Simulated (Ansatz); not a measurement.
## Y3Sn, space group I4/mmm: a comparison of functionals at one structure, step by step

Computed with the Ansatz DFT code, driven from Python.

Typed at the interpreter:
```pycon
>>> import ansatz as az
>>> import pandas as pd
>>> KSPACING = 0.26
>>> OCCUPATIONS = "cold"
>>> SIGMA = 0.1
>>> cell = (
...     az.Lattice.of([-2.341085, 2.341085, 5.264175], [2.341085, -2.341085, 5.264175], [2.341085, 2.341085, -5.264175])
...     .atom("Y", [0.75, 0.25, 0.5])
...     .atom("Y", [0.25, 0.75, 0.5])
...     .atom("Y", [0.5, 0.5, 0.0])
...     .atom("Sn", [0.0, 0.0, 0.0])
... )
>>> setup = (
...     cell.calculation()
...     .basis(19 * az.Ha)
...     .kpoints(spacing=KSPACING)
...     .occupations(OCCUPATIONS, width=SIGMA)
...     .stress()
... )
>>> rows = []
>>> for value in ["blyp", "r2scan", "lda"]:
...     rep = setup.functional(value).run(threads=1, backend="cpu").report
...     rows.append((value, rep["free_energy_ev"] / len(rep["lattice"]["sites"]), rep["n_iterations"], sum(rep["stress_gpa"][i][i] for i in range(3)) / 3, rep["n_kpoints"]))
...
>>> table = pd.DataFrame(rows, columns=["functional", "F/atom (eV)", "iterations", "P (GPa)", "k-points"])
>>> table.round(5)
  functional  F/atom (eV)  iterations  P (GPa)  k-points
0       blyp  -4406.38091           7  1.85696        59
1     r2scan  -4404.89427           7 -0.22834        59
2        lda  -4279.48323           6 -4.56109        59
```

From lowest to highest: LDA (-4.6 GPa), r2SCAN (-0.2 GPa) and BLYP (1.9 GPa). At a fixed cell a lower pressure usually means a smaller equilibrium volume, so LDA prefers the smallest cell and BLYP the largest.

What to keep in mind:
- BLYP can be off by several per cent in the lattices of metals, and by several GPa in the pressure at a fixed cell.
- Pressure is positive in compression.
- This cell is a computed structure, which may not be the phase found in nature.
- Total energies of different functionals can't be compared; pressures, moments and gaps at this one structure can.
- Run time: 49 s on 1 thread of Arm Neoverse V1, with other jobs on the host, peak memory 1.1 GiB.
